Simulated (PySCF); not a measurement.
# C13H10O4: the cost of one run

Programs: PySCF 2.14.0, with density-fitted response routines of our own. Each step states its level of theory. These are calculated values for one molecule in the gas phase, unless marked as measured. Atoms are numbered from 0 throughout.

**1. The molecule as given**

27 atoms, charge 0, multiplicity 1; geometry from: GFN2-xTB.

Bonds of the start (Å): C0–C1 1.51, C1–O2 1.20, C1–O3 1.35, O3–C4 1.39, C4–C5 1.41, C5–C6 1.36, C6–C7 1.41, C7–C8 1.40, C8–C9 1.38, C9–C10 1.48, C10–O11 1.21, C10–O12 1.34, C9–C13 1.41, C13–C14 1.36, C14–C15 1.41, C15–C16 1.41, C16–C4 1.37, C15–C7 1.42, C0–H17 1.09, C0–H18 1.09, C0–H19 1.09, C5–H20 1.08, C6–H21 1.08, C8–H22 1.08, O12–H23 0.97, C13–H24 1.08, C14–H25 1.08, C16–H26 1.08.

**2. Geometry optimisation at PBE0-D3(BJ)/def2-SVP**

Job settings and geometry (Å):

```
{"job": {"xc": "PBE0", "basis": "def2-SVP", "d3": "d3bj", "grid": 1, "kind": "geom"}, "charge": 0, "multiplicity": 1}
C      5.738530     0.186950     0.159230
C      4.277230     0.519980     0.304620
O      3.839020     1.436850     0.942000
O      3.538970    -0.363740    -0.392050
C      2.153780    -0.337110    -0.426910
C      1.586400    -0.879560    -1.599670
C      0.232280    -0.938880    -1.741350
C     -0.621410    -0.459350    -0.722840
C     -2.020710    -0.498610    -0.840460
C     -2.826740    -0.022240     0.169150
C     -4.292510    -0.084350    -0.008570
O     -4.847860    -0.559530    -0.968710
O     -4.979780     0.448870     1.015060
C     -2.251840     0.509900     1.342650
C     -0.894870     0.554840     1.480550
C     -0.044210     0.078160     0.458910
C      1.358930     0.125340     0.588210
H      6.006990    -0.539130     0.924780
H      5.932690    -0.248810    -0.815860
H      6.331700     1.084380     0.306430
H      2.252450    -1.241870    -2.366950
H     -0.206200    -1.351460    -2.637570
H     -2.478030    -0.903560    -1.731260
H     -5.930750     0.381460     0.838140
H     -2.901410     0.877350     2.121080
H     -0.448440     0.961590     2.376110
H      1.787510     0.537280     1.487330
```

Q: Estimate the wall time of this first job on 8 threads of Intel Xeon Platinum 8488C (Sapphire Rapids), shared host.

About 15 min.
